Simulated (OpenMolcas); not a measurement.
**GaF2 (SMILES [F][Ga][F]) at 6 levels**

Aim: a comparison of 6 runs (UBLYP/6-31G, UPBE/pcseg-1, UB3LYP/6-31G*, UPBE0/def2-SVP, ROMP2/pcseg-1) of GaF2. 

The results are computed with OpenMolcas 26.06.

6 further runs of the same task are left out: 3 for a known fault of the program, 3 set aside as unsound or not needed.

## 1. The structure to begin with

GaF2 has 3 atoms, charge 0, and is taken as a doublet. As SMILES, `[F][Ga][F]`. The shape comes from GFN2-xTB, which is rough for such elements, and wasn't checked as a minimum.

Bond lengths: F1–Ga2 1.841 Å, Ga2–F3 1.841 Å. Angles: F1–Ga2–F3 136.8°.

## 2. Energy and forces at UBLYP/6-31G (run 1)

geom.xyz

```xyz
3

F     -1.451920     0.566710    -0.742900
Ga     0.158720     0.401350     0.133750
F      1.293200    -0.968060     0.609160
```

calc.inp

```
&GATEWAY
BasLib=$CurrDir
Coord=geom.xyz
Basis=6-31G
Group=NoSym
&SEWARD
GridInput
Grid=UltraFine
End of Grid
&SCF
UHF
Spin=2
KSDFT=BLYP
Thresholds=1e-10 1e-07 1e-07 1e-05
PrOrbitals=1 2
&ALASKA
```

The basis set 6-31G is read from a file made from the Basis Set Exchange's data (not shown).

Command:

```sh
$ export MOLCAS_MEM=1860
$ pymolcas calc.inp > calc.log
```

Output:

```text
--- Start Module: gateway ---
[...]
--- Stop Module: gateway /rc=_RC_ALL_IS_WELL_ ---
[...]
      Basis functions           45
[...]
--- Start Module: scf ---
[...]
       Convergence after  15 Iterations
[...]
::    Total KS-DFT energy                           -2124.2579873007
[...]
      Total spin, S                                     0.5006172078
[...]
      Total electronic charge=   49.000000
      Total            charge=   -0.000000
[...]
      Dipole Moment (debye):
      Origin of the operator (angstrom)=    0.0741    0.1874    0.0625
                   X=  4.6710E-01               Y=  1.1792E+00               Z=  3.9339E-01           Total=  1.3280E+00
      Quadrupole Moment (debye*angstrom):
[...]
--- Stop Module: scf /rc=_RC_ALL_IS_WELL_ ---
[...]
--- Start Module: alaska ---
[...]
 *              Molecular gradients               *
 **************************************************
  Irreducible representation: a
 ------------------------------------------------------------------------------------------
                              X                       Y                       Z
 ------------------------------------------------------------------------------------------
  F1               -1.01214366786913E-02    7.67942508734931E-03   -4.75601126904657E-03
  GA2              -1.21943047444795E-03   -3.41739136466934E-03   -1.06541944895699E-03
  F3                1.13408671531126E-02   -4.26203372267864E-03    5.82143071801244E-03
 ------------------------------------------------------------------------------------------
--- Stop Module: alaska /rc=_RC_ALL_IS_WELL_ ---
[...]
```

Wall time 8.1 s (1 thread of Arm Neoverse V2, shared host); peak memory 0.38 GiB.

## 3. Energy and forces at UPBE/pcseg-1 (run 2)

calc.inp

```
* F2Ga Kohn-Sham DFT
&GATEWAY
BasLib = $CurrDir
Coord
3
angstrom
F       -1.451920       0.566710      -0.742900
Ga       0.158720       0.401350       0.133750
F        1.293200      -0.968060       0.609160
Basis = pcseg-1
Group = NoSym
&SEWARD
GridInput
Grid=UltraFine
End of Grid
&SCF
UHF
Spin = 2
KSDFT = PBE
Thresholds = 1e-10 1e-07 1e-07 1e-05
PrOrbitals = 0
&ALASKA
```

The basis set pcseg-1 is read from a file made from the Basis Set Exchange's data (not shown).

Command:

```sh
$ export MOLCAS_MEM=1860
$ pymolcas calc.inp > calc.log
```

Output:

```text
--- Start Module: gateway ---
[...]
--- Stop Module: gateway /rc=_RC_ALL_IS_WELL_ ---
[...]
      Basis functions           55
[...]
--- Start Module: scf ---
[...]
       Convergence after  16 Iterations
[...]
::    Total KS-DFT energy                           -2123.8650556043
[...]
      Total spin, S                                     0.5008356881
[...]
      Total electronic charge=   49.000000
      Total            charge=   -0.000000
[...]
      Dipole Moment (debye):
      Origin of the operator (angstrom)=    0.0741    0.1874    0.0625
                   X=  4.9876E-01               Y=  1.2584E+00               Z=  4.1996E-01           Total=  1.4173E+00
      Quadrupole Moment (debye*angstrom):
[...]
--- Stop Module: scf /rc=_RC_ALL_IS_WELL_ ---
[...]
--- Start Module: alaska ---
[...]
 *              Molecular gradients               *
 **************************************************
  Irreducible representation: a
 ------------------------------------------------------------------------------------------
                              X                       Y                       Z
 ------------------------------------------------------------------------------------------
  F1               -7.51586272442140E-03    5.57107799048628E-03   -3.54656769721196E-03
  GA2              -7.94337407008072E-04   -2.35384073561917E-03   -7.08500453181493E-04
  F3                8.31020013141526E-03   -3.21723725486223E-03    4.25506815038990E-03
 ------------------------------------------------------------------------------------------
--- Stop Module: alaska /rc=_RC_ALL_IS_WELL_ ---
[...]
```

Wall time 11 s (1 thread of Arm Neoverse V2, shared host); peak memory 0.39 GiB.

## 4. Energy and gradient at UB3LYP/6-31G(d) (spherical functions) (run 3)

mol.input

```
* F2Ga Kohn-Sham DFT
>>> EXPORT MOLCAS_PRINT=2
&GATEWAY
BasLib
$CurrDir
Coord
3
bohr
F     -2.74373115     1.07092669    -1.40387754
Ga     0.29993733     0.75844158     0.25275087
F      2.44379382    -1.82936827     1.15114557
Basis
6-31Gs
Group
NoSym
&SEWARD
GridInput
Grid=UltraFine
End of Grid
&SCF
UHF
Spin
2
KSDFT
B3LYP
Thresholds
1e-10 1e-07 1e-07 1e-05
PrOrbitals
1
&ALASKA
```

The basis set 6-31G* is read from a file made from the Basis Set Exchange's data (not shown).

Command:

```sh
$ export MOLCAS_MEM=1860
$ pymolcas mol.input > mol.log
```

Output:

```text
--- Start Module: gateway ---
[...]
--- Stop Module: gateway /rc=_RC_ALL_IS_WELL_ ---
[...]
      Basis functions           60
[...]
--- Start Module: scf ---
[...]
       Convergence after  15 Iterations
[...]
::    Total KS-DFT energy                           -2124.3353532961
[...]
      Total spin, S                                     0.5016110409
[...]
      Total electronic charge=   49.000000
      Total            charge=   -0.000000
[...]
      Dipole Moment (debye):
      Origin of the operator (angstrom)=    0.0741    0.1874    0.0625
                   X=  4.6913E-01               Y=  1.1835E+00               Z=  3.9500E-01           Total=  1.3329E+00
      Quadrupole Moment (debye*angstrom):
[...]
--- Stop Module: scf /rc=_RC_ALL_IS_WELL_ ---
[...]
--- Start Module: alaska ---
[...]
 *              Molecular gradients               *
 **************************************************
  Irreducible representation: a
 ------------------------------------------------------------------------------------------
                              X                       Y                       Z
 ------------------------------------------------------------------------------------------
  F1               -2.19302726168351E-02    7.88697887924439E-03   -1.12973431156504E-02
  GA2               2.91299601845640E-03    7.06768992751350E-03    2.42083374656765E-03
  F3                1.90172765983085E-02   -1.49546688068298E-02    8.87650936906592E-03
 ------------------------------------------------------------------------------------------
--- Stop Module: alaska /rc=_RC_ALL_IS_WELL_ ---
[...]
```

Run time: 12 s. Hardware: 1 thread of Arm Neoverse V2, shared host; peak memory 0.39 GiB.

Runs 4 to 5 aren't shown in full; the table further down has their settings and results.

## 5. A single-point energy at ROMP2/pcseg-1 (run 6)

test.inp

```
&GATEWAY
BasLib=$CurrDir
Coord
3
angstrom
F       -1.451920       0.566710      -0.742900
Ga       0.158720       0.401350       0.133750
F        1.293200      -0.968060       0.609160
Basis=pcseg-1
Group=NoSym
&SEWARD
&SCF
UHF
Spin=2
Thresholds=1e-10 1e-07 1e-07 1e-05
PrOrbitals=1 1
&RASSCF
FileOrb=$Project.UnaOrb
Spin=2
Nactel=1 0 0
Inactive=24
Ras2=1
OutOrbitals=Canonical
OrbListing=Nothing
&CASPT2
IPEA=0.0
Frozen=11
```

The basis set pcseg-1 is read from a file made from the Basis Set Exchange's data (not shown).

Command:

```sh
$ export MOLCAS_MEM=1860
$ pymolcas test.inp > test.log
```

Output:

```text
--- Start Module: gateway ---
[...]
--- Stop Module: gateway /rc=_RC_ALL_IS_WELL_ ---
[...]
      Basis functions           55
[...]
       Convergence after  16 Iterations
[...]
::    Total SCF energy                              -2121.8573847989
[...]
      Total spin, S                                     0.5042371198
[...]
--- Start Module: rasscf ---
[...]
      Number of active orbitals                  1
[...]
      Spin quantum number                      0.5
[...]
      Active orbitals                            1
[...]
      Number of CSFs                             1
[...]
      Number of root(s) required                 1
[...]
      Convergence after  9 iterations
[...]
      printout of CI-coefficients larger than  0.05 for root  1
      energy=   -2121.855251
      conf/sym  1     Coeff  Weight
             1  u   1.00000 1.00000
      Natural orbitals and occupation numbers for root  1
      sym 1:   1.000000
      ************************************************************************************************************************
      *                                                    Final results                                                     *
[...]
::    RASSCF root number  1 Total energy:  -2121.85525103
[...]
      Total electronic charge=   49.000000
      Total            charge=   -0.000000
[...]
      Dipole Moment (debye):
      Origin of the operator (angstrom)=    0.0741    0.1874    0.0625
                   X=  6.3586E-01               Y=  1.6038E+00               Z=  5.3534E-01           Total=  1.8064E+00
      Quadrupole Moment (debye*angstrom):
[...]
--- Stop Module: rasscf /rc=_RC_ALL_IS_WELL_ ---
[...]
--- Start Module: caspt2 ---
[...]
      E2 (Variational):          -0.4454807106
      Total energy:           -2122.3007317369
[...]
      Reference weight:           0.89432
[...]
::    CASPT2 Root  1     Total energy:  -2122.30073174
[...]
```

Run time: 4.2 s. Hardware: 1 thread of Arm Neoverse V2, shared host; peak memory 0.39 GiB.

## 6. Overview of the runs

| run | level | Cartesian functions | task | energy (Eh) | dipole moment (D) | HOMO energy (eV) | LUMO energy (eV) | wall time |
| --- | --- | --- | --- | --- | --- | --- | --- | --- |
| 1 | UBLYP/6-31G | no | gradient | -2124.257987 | 1.33 | -5.95 | -5.14 | 8.1 s |
| 2 | UPBE/pcseg-1 | no | gradient | -2123.865056 | 1.42 | -6.36 | -5.32 | 11 s |
| 3 | UB3LYP/6-31G* (spherical functions) | no | gradient | -2124.335353 | 1.33 | -7.16 | -4.57 | 12 s |
| 4 | UPBE0/def2-SVP | no | gradient | -2123.725707 | 1.43 | -7.41 | -4.13 | 11 s |
| 5 | UB3LYP/6-31G* (Cartesian functions) | yes | gradient | -2124.343337 | 1.34 | -7.13 | -4.55 | 13 s |
| 6 | ROMP2/pcseg-1 | no | energy | -2122.300732 | – | – | – | 4.2 s |

## 7. Outcome

| quantity | value |
| --- | --- |
| run 6: total energy | -2122.30073 Eh |

**Reading.** Over runs 1, 2, 3, 4, 5 the dipole moment (its size) runs from 1.33 D (UBLYP/6-31G) to 1.43 D (UPBE0/def2-SVP). The two ends differ in method and basis. Totals of different functionals can't be ranked against each other. All runs together took 60 s, the longest 13 s.
